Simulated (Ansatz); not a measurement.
Born–Oppenheimer molecular dynamics of a periodic cell of 15 atoms, Cs4Te2O2F7 (host Cs2TeOF4, host structure Cmcm, one F atom removed). It starts from an unrelaxed structure (largest force component 2.43 eV/Å).

Level of theory: DFT PBEsol, scalar-relativistic, plane waves, PAW (Ansatz). Settings: accuracy low, cutoff 420 eV, k mesh 2x2x1, fermi-dirac smearing 0.05 eV, no spin polarisation.

| Property | Result |
| --- | --- |
| ensemble | NVT, Langevin thermostat |
| time step | 1 fs |
| steps asked | 60 |
| set temperature | 1500 K |
| friction | 0.02 /fs |
| seed | 369728 |

Frames 2 fs apart, positions in Å, forces in eV/Å.

Velocities at 10.0 fs (Å/ps):

```
Cs 0.84 1.30 -1.24
Cs -1.04 1.45 1.47
Cs 4.25 2.79 0.32
Cs -4.83 5.51 0.98
Te -3.70 -0.20 0.62
Te -1.03 -3.49 0.21
O 5.05 -12.84 -14.60
O 7.04 3.76 -12.49
F -2.17 -11.97 5.09
F -7.68 -12.62 1.78
F 5.07 6.44 6.79
F 19.11 11.81 13.45
F -3.44 -1.36 8.78
F 5.03 3.91 6.92
F 6.66 11.36 0.18
```

```xyz
15
Lattice="3.3475 -7.3202 0.0000 3.3475 7.3202 0.0000 0.0000 0.0000 7.1709" Properties=species:S:1:pos:R:3:forces:R:3 time_fs=10.0 energy_less_start_eV=0.293 T=1464
Cs 3.360 0.956 1.796 -0.16 0.08 0.08
Cs 3.344 -0.950 5.396 -0.16 -0.04 -0.03
Cs 3.385 -3.756 1.788 -0.11 -0.07 0.10
Cs 3.303 3.825 5.381 0.13 -0.22 0.07
Te 3.302 5.757 1.802 0.37 0.00 -2.56
Te 3.338 -5.803 5.385 0.79 1.02 -0.35
O 3.407 3.912 1.641 -0.42 0.25 0.77
O 3.417 -3.986 5.222 -0.51 -0.47 0.57
F 1.432 -1.669 0.400 1.08 0.30 -1.04
F 5.174 1.459 3.938 0.15 0.08 0.31
F 1.548 1.591 6.875 -0.47 0.02 -0.39
F 5.465 -1.509 3.319 -1.57 -0.35 1.97
F 5.174 1.571 6.889 0.41 0.12 -0.49
F 1.467 -1.543 3.280 0.71 -0.29 0.74
F 1.577 1.653 3.942 -0.25 -0.42 0.26
15
Lattice="3.3475 -7.3202 0.0000 3.3475 7.3202 0.0000 0.0000 0.0000 7.1709" Properties=species:S:1:pos:R:3:forces:R:3 time_fs=12.0 energy_less_start_eV=0.443 T=1321
Cs 3.362 0.959 1.794 -0.18 0.07 0.10
Cs 3.342 -0.946 5.399 -0.16 -0.04 -0.03
Cs 3.393 -3.749 1.790 -0.13 -0.08 0.11
Cs 3.294 3.836 5.381 0.14 -0.24 0.08
Te 3.295 5.757 1.803 0.58 -0.67 -2.59
Te 3.336 -5.809 5.387 0.88 1.65 -0.43
O 3.415 3.887 1.615 -0.56 0.90 0.95
O 3.425 -3.977 5.196 -0.62 -1.00 0.69
F 1.428 -1.694 0.412 1.12 0.39 -1.12
F 5.160 1.433 3.944 0.24 0.10 0.40
F 1.555 1.602 6.884 -0.58 -0.01 -0.47
F 5.501 -1.488 3.347 -1.58 -0.37 2.00
F 5.170 1.564 6.907 0.54 0.12 -0.62
F 1.477 -1.534 3.289 0.62 -0.29 0.63
F 1.591 1.671 3.942 -0.33 -0.51 0.32
15
Lattice="3.3475 -7.3202 0.0000 3.3475 7.3202 0.0000 0.0000 0.0000 7.1709" Properties=species:S:1:pos:R:3:forces:R:3 time_fs=14.0 energy_less_start_eV=0.627 T=1239
Cs 3.364 0.961 1.793 -0.20 0.06 0.13
Cs 3.342 -0.943 5.399 -0.17 -0.03 -0.03
Cs 3.400 -3.743 1.793 -0.14 -0.10 0.12
Cs 3.286 3.846 5.383 0.16 -0.27 0.10
Te 3.288 5.757 1.807 0.77 -1.30 -2.64
Te 3.334 -5.814 5.390 0.97 2.11 -0.54
O 3.421 3.859 1.603 -0.68 1.50 1.08
O 3.429 -3.970 5.170 -0.71 -1.40 0.80
F 1.423 -1.724 0.423 1.14 0.47 -1.18
F 5.144 1.405 3.954 0.32 0.12 0.48
F 1.563 1.610 6.893 -0.67 -0.03 -0.55
F 5.536 -1.472 3.375 -1.60 -0.37 2.03
F 5.170 1.556 6.924 0.64 0.12 -0.73
F 1.484 -1.526 3.294 0.57 -0.29 0.55
F 1.607 1.686 3.940 -0.40 -0.59 0.39
15
Lattice="3.3475 -7.3202 0.0000 3.3475 7.3202 0.0000 0.0000 0.0000 7.1709" Properties=species:S:1:pos:R:3:forces:R:3 time_fs=16.0 energy_less_start_eV=0.797 T=1131
Cs 3.367 0.963 1.792 -0.22 0.06 0.15
Cs 3.341 -0.938 5.397 -0.19 -0.04 -0.02
Cs 3.407 -3.738 1.797 -0.14 -0.11 0.13
Cs 3.280 3.855 5.385 0.17 -0.29 0.11
Te 3.281 5.759 1.812 1.00 -1.66 -2.75
Te 3.332 -5.819 5.394 1.09 2.38 -0.63
O 3.428 3.844 1.601 -0.78 1.79 1.17
O 3.437 -3.970 5.144 -0.82 -1.59 0.93
F 1.422 -1.753 0.432 1.11 0.56 -1.19
F 5.132 1.379 3.971 0.35 0.14 0.51
F 1.567 1.614 6.901 -0.73 -0.03 -0.59
F 5.571 -1.456 3.400 -1.64 -0.36 2.11
F 5.175 1.550 6.938 0.69 0.12 -0.79
F 1.492 -1.521 3.297 0.53 -0.28 0.48
F 1.621 1.708 3.942 -0.42 -0.69 0.40
15
Lattice="3.3475 -7.3202 0.0000 3.3475 7.3202 0.0000 0.0000 0.0000 7.1709" Properties=species:S:1:pos:R:3:forces:R:3 time_fs=18.0 energy_less_start_eV=0.910 T=1168
Cs 3.371 0.963 1.791 -0.23 0.06 0.18
Cs 3.338 -0.933 5.394 -0.20 -0.04 -0.02
Cs 3.416 -3.732 1.802 -0.16 -0.11 0.14
Cs 3.273 3.863 5.388 0.18 -0.31 0.11
Te 3.273 5.762 1.816 1.24 -1.88 -2.74
Te 3.332 -5.823 5.400 1.11 2.52 -0.76
O 3.435 3.839 1.604 -0.88 1.91 1.23
O 3.435 -3.974 5.119 -0.88 -1.66 1.05
F 1.429 -1.779 0.442 1.04 0.64 -1.17
F 5.117 1.352 3.993 0.38 0.16 0.54
F 1.577 1.621 6.906 -0.77 -0.03 -0.62
F 5.602 -1.436 3.428 -1.61 -0.35 2.07
F 5.183 1.546 6.946 0.72 0.13 -0.81
F 1.505 -1.521 3.299 0.47 -0.26 0.41
F 1.629 1.726 3.947 -0.40 -0.78 0.39
15
Lattice="3.3475 -7.3202 0.0000 3.3475 7.3202 0.0000 0.0000 0.0000 7.1709" Properties=species:S:1:pos:R:3:forces:R:3 time_fs=20.0 energy_less_start_eV=0.939 T=971
Cs 3.375 0.962 1.790 -0.25 0.07 0.20
Cs 3.335 -0.926 5.391 -0.20 -0.05 -0.02
Cs 3.426 -3.726 1.806 -0.17 -0.12 0.15
Cs 3.265 3.869 5.393 0.20 -0.32 0.10
Te 3.267 5.765 1.818 1.33 -1.88 -2.54
Te 3.333 -5.826 5.407 1.10 2.47 -0.91
O 3.437 3.846 1.614 -0.94 1.82 1.23
O 3.430 -3.985 5.095 -0.93 -1.56 1.15
F 1.432 -1.798 0.445 0.97 0.71 -1.15
F 5.099 1.328 4.008 0.44 0.17 0.59
F 1.589 1.629 6.905 -0.81 -0.03 -0.62
F 5.626 -1.422 3.455 -1.51 -0.34 1.90
F 5.191 1.540 6.952 0.72 0.14 -0.79
F 1.518 -1.528 3.299 0.42 -0.23 0.34
F 1.635 1.739 3.951 -0.37 -0.85 0.37
15
Lattice="3.3475 -7.3202 0.0000 3.3475 7.3202 0.0000 0.0000 0.0000 7.1709" Properties=species:S:1:pos:R:3:forces:R:3 time_fs=22.0 energy_less_start_eV=0.931 T=1161
Cs 3.379 0.960 1.790 -0.26 0.08 0.23
Cs 3.331 -0.919 5.390 -0.21 -0.06 -0.02
Cs 3.437 -3.719 1.814 -0.19 -0.11 0.16
Cs 3.258 3.877 5.399 0.21 -0.34 0.08
Te 3.260 5.767 1.817 1.44 -1.81 -2.32
Te 3.332 -5.830 5.411 1.10 2.33 -1.00
O 3.440 3.858 1.626 -0.99 1.65 1.21
O 3.420 -4.000 5.069 -0.97 -1.37 1.23
F 1.434 -1.811 0.438 0.87 0.75 -1.10
F 5.086 1.300 4.027 0.44 0.19 0.58
F 1.597 1.638 6.902 -0.81 -0.02 -0.60
F 5.648 -1.411 3.479 -1.41 -0.34 1.73
F 5.203 1.534 6.960 0.71 0.16 -0.77
F 1.534 -1.532 3.301 0.37 -0.20 0.26
F 1.635 1.748 3.955 -0.31 -0.92 0.33
15
Lattice="3.3475 -7.3202 0.0000 3.3475 7.3202 0.0000 0.0000 0.0000 7.1709" Properties=species:S:1:pos:R:3:forces:R:3 time_fs=24.0 energy_less_start_eV=0.905 T=1123
Cs 3.383 0.956 1.788 -0.27 0.09 0.26
Cs 3.327 -0.913 5.388 -0.22 -0.07 -0.02
Cs 3.449 -3.712 1.823 -0.20 -0.11 0.17
Cs 3.251 3.881 5.405 0.23 -0.34 0.06
Te 3.254 5.769 1.815 1.46 -1.63 -1.94
Te 3.331 -5.832 5.416 1.11 2.07 -1.11
O 3.447 3.876 1.640 -1.04 1.36 1.17
O 3.406 -4.016 5.043 -0.99 -1.13 1.32
F 1.439 -1.823 0.437 0.79 0.81 -1.07
F 5.080 1.270 4.050 0.39 0.23 0.54
F 1.607 1.637 6.892 -0.79 0.02 -0.54
F 5.665 -1.396 3.509 -1.24 -0.35 1.40
F 5.216 1.523 6.966 0.66 0.19 -0.72
F 1.544 -1.539 3.298 0.34 -0.17 0.20
F 1.631 1.757 3.959 -0.23 -0.98 0.27
15
Lattice="3.3475 -7.3202 0.0000 3.3475 7.3202 0.0000 0.0000 0.0000 7.1709" Properties=species:S:1:pos:R:3:forces:R:3 time_fs=26.0 energy_less_start_eV=0.853 T=1263
Cs 3.386 0.948 1.786 -0.27 0.11 0.28
Cs 3.323 -0.906 5.385 -0.23 -0.08 -0.02
Cs 3.462 -3.704 1.831 -0.22 -0.11 0.18
Cs 3.243 3.883 5.410 0.25 -0.34 0.04
Te 3.248 5.771 1.813 1.45 -1.31 -1.51
Te 3.333 -5.832 5.422 1.08 1.67 -1.18
O 3.449 3.898 1.656 -1.06 0.96 1.11
O 3.388 -4.033 5.024 -0.98 -0.81 1.33
F 1.448 -1.831 0.439 0.71 0.85 -1.03
F 5.069 1.236 4.077 0.36 0.28 0.50
F 1.620 1.633 6.881 -0.77 0.07 -0.48
F 5.678 -1.384 3.539 -1.07 -0.37 1.04
F 5.231 1.514 6.974 0.62 0.22 -0.65
F 1.555 -1.550 3.297 0.31 -0.13 0.15
F 1.633 1.759 3.963 -0.18 -0.99 0.24
15
Lattice="3.3475 -7.3202 0.0000 3.3475 7.3202 0.0000 0.0000 0.0000 7.1709" Properties=species:S:1:pos:R:3:forces:R:3 time_fs=28.0 energy_less_start_eV=0.803 T=1227
Cs 3.388 0.939 1.784 -0.27 0.12 0.31
Cs 3.321 -0.903 5.380 -0.23 -0.09 -0.02
Cs 3.475 -3.696 1.838 -0.23 -0.11 0.19
Cs 3.235 3.883 5.416 0.27 -0.34 0.02
Te 3.244 5.772 1.810 1.38 -0.83 -1.08
Te 3.336 -5.833 5.429 1.02 1.27 -1.26
O 3.443 3.922 1.667 -1.05 0.41 1.04
O 3.364 -4.049 5.009 -0.93 -0.51 1.32
F 1.455 -1.835 0.440 0.65 0.87 -0.99
F 5.061 1.202 4.101 0.34 0.32 0.47
F 1.630 1.633 6.874 -0.73 0.11 -0.43
F 5.687 -1.375 3.568 -0.92 -0.40 0.70
F 5.251 1.507 6.982 0.56 0.24 -0.57
F 1.563 -1.565 3.300 0.29 -0.10 0.09
F 1.634 1.760 3.964 -0.14 -0.97 0.22
15
Lattice="3.3475 -7.3202 0.0000 3.3475 7.3202 0.0000 0.0000 0.0000 7.1709" Properties=species:S:1:pos:R:3:forces:R:3 time_fs=30.0 energy_less_start_eV=0.765 T=1372
Cs 3.387 0.932 1.781 -0.25 0.12 0.33
Cs 3.320 -0.901 5.372 -0.25 -0.10 -0.01
Cs 3.487 -3.688 1.845 -0.25 -0.11 0.20
Cs 3.228 3.884 5.424 0.29 -0.33 0.00
Te 3.237 5.773 1.807 1.41 -0.42 -0.72
Te 3.342 -5.833 5.436 0.92 0.90 -1.32
O 3.439 3.941 1.682 -1.03 -0.05 0.96
O 3.334 -4.063 4.998 -0.84 -0.25 1.28
F 1.466 -1.839 0.439 0.54 0.88 -0.93
F 5.056 1.168 4.126 0.32 0.37 0.43
F 1.639 1.639 6.869 -0.70 0.15 -0.38
F 5.694 -1.371 3.595 -0.79 -0.43 0.40
F 5.274 1.496 6.988 0.49 0.26 -0.48
F 1.574 -1.582 3.304 0.25 -0.06 0.03
F 1.635 1.759 3.965 -0.12 -0.92 0.21
15
Lattice="3.3475 -7.3202 0.0000 3.3475 7.3202 0.0000 0.0000 0.0000 7.1709" Properties=species:S:1:pos:R:3:forces:R:3 time_fs=32.0 energy_less_start_eV=0.731 T=1291
Cs 3.385 0.924 1.777 -0.24 0.13 0.34
Cs 3.321 -0.900 5.364 -0.26 -0.12 0.01
Cs 3.497 -3.681 1.850 -0.27 -0.10 0.21
Cs 3.220 3.885 5.431 0.33 -0.32 -0.02
Te 3.230 5.773 1.806 1.51 -0.34 -0.37
Te 3.349 -5.833 5.439 0.82 0.63 -1.41
O 3.443 3.949 1.702 -1.04 -0.21 0.87
O 3.297 -4.073 4.986 -0.74 -0.11 1.24
F 1.478 -1.847 0.433 0.37 0.90 -0.80
F 5.052 1.130 4.151 0.29 0.43 0.38
F 1.645 1.648 6.858 -0.64 0.19 -0.30
F 5.691 -1.370 3.623 -0.62 -0.46 0.05
F 5.296 1.485 6.989 0.40 0.27 -0.35
F 1.590 -1.597 3.310 0.18 -0.02 -0.04
F 1.636 1.756 3.966 -0.10 -0.85 0.20
```

Of the whole run (60 fs, mean temperature of the second half 1257 K): The mean temperature of the second half is 16 % below the set value. A run of 0.06 ps of so small a system gives no equilibrium averages. Limits of this set-up: coarse k mesh, odd electron count without spin, low accuracy level.

Run time: 16 min on 1 thread of Arm Neoverse N1, with other jobs on the host, peak memory 0.7 GiB.
